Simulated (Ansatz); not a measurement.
**Zr2Zn: how the settings move a single-point run**

Question: which choices in the input matter for Zr2Zn?

Method: reference: DFT, PBEsol, PAW with Ansatz's default frozen-core files, scalar-relativistic, in Ansatz 0.2.0.

4 further runs of the same task are left out: 4 that didn't finish.

## Step 1: The starting structure

Symmetry: Cm, No. 8, monoclinic system. The conventional cell has a = 4.649 Å, b = 4.649 Å, c = 6.128 Å, α = 90.00°, β = 112.29°, γ = 90.00°. Around Zr (site symmetry m) lie 3 Zn at 2.57 to 2.81 Å. Zr (site symmetry m) has 4 Zn at 2.88 to 3.10 Å and 9 Zr at 3.13 to 3.44 Å as nearest neighbours. Zn (site symmetry m) has 8 Zr at 2.57 to 3.10 Å as nearest neighbours.

As a file:

```xyz
3
Lattice="-1.6437 1.6437 5.6698 1.6437 -1.6437 5.6698 1.6437 1.6437 -5.6698" Properties=species:S:1:pos:R:3 pbc="T T T"
Zr   -0.0986   -0.0986    7.3340
Zr    0.0000    0.0000    3.8992
Zn    0.0986    0.0986    0.1062
```

## Step 2: Reference

input.yaml reads:

```yaml
crystal:
  lattice:
    - [-1.64365046, 1.64365046, 5.669754]
    - [1.64365046, -1.64365046, 5.669754]
    - [1.64365046, 1.64365046, -5.669754]
  atoms:
    - { symbol: Zr, position: [0.6167695978, 0.6167695978, -0.06] }
    - { symbol: Zr, position: [0.34386213, 0.34386213, 0.0] }
    - { symbol: Zn, position: [0.0393682722, 0.0393682722, 0.06] }
kpoints:
  mp_grid: { grid: [13, 13, 13] }
scf:
  occupations: { method: fermi_dirac, width: 0.05 }
hamiltonian:
  xc: pbesol
  pseudopotentials: { kind: paw }
output:
  forces: true
  stress: true
  eigenvalues: true
  efg: { contact_densities: true }
  populations: true
```

Command:

```sh
$ ansatz run input.yaml --threads 1 --pin off --max-ram 3072MiB --backend cpu --events-out ev --progress --plain --runs-dir out
```

## Step 3: Changing settings: eigensolver.kind davidson, preconditioner none

Changes to input.yaml since step 2:

```diff
@@ -13,2 +13,4 @@
   occupations: { method: fermi_dirac, width: 0.05 }
+  eigensolver: { kind: davidson }
+  mixing: { preconditioner: none }
 hamiltonian:
@@ -22 +24,5 @@
   populations: true
+  write_density: true
+  write_potential: true
+  elf: true
+  volumetric_format: npy
```

**Question.** What will these runs give? Wanted: for each run, ending; energy change; pressure; gap; force.

**Answer**, as computed:

```csv
run,ending,energy change,pressure (GPa),gap (eV),force (eV/Å),cycles,time
reference,converged,0,-2.5,0.00,1.67,7,82 s
"1: eigensolver.kind davidson, preconditioner none",converged,0.0 meV/atom,-2.5,0.00,1.67,8,3.5 min
```

Times don't compare one to one where runs were asked for different outputs or read a saved state (see the inputs); cycles may leave out searches for a lower state.

Residual by cycle in the longest SCF loop of each run; runs are numbered as in the table. The quantity is the density residual dr2, in eV.

```csv
cycle,reference,run 1
1,0.00508,0.00519
2,0.0013,0.00284
3,4.3e-4,0.00879
4,2.1e-5,8.5e-4
5,2.6e-6,2.7e-5
6,2.0e-7,5.8e-6
7,1.8e-8,3.4e-7
8,-,5.5e-8
```

With the changed solver and mixing the energy agrees within 0.5 meV/atom.
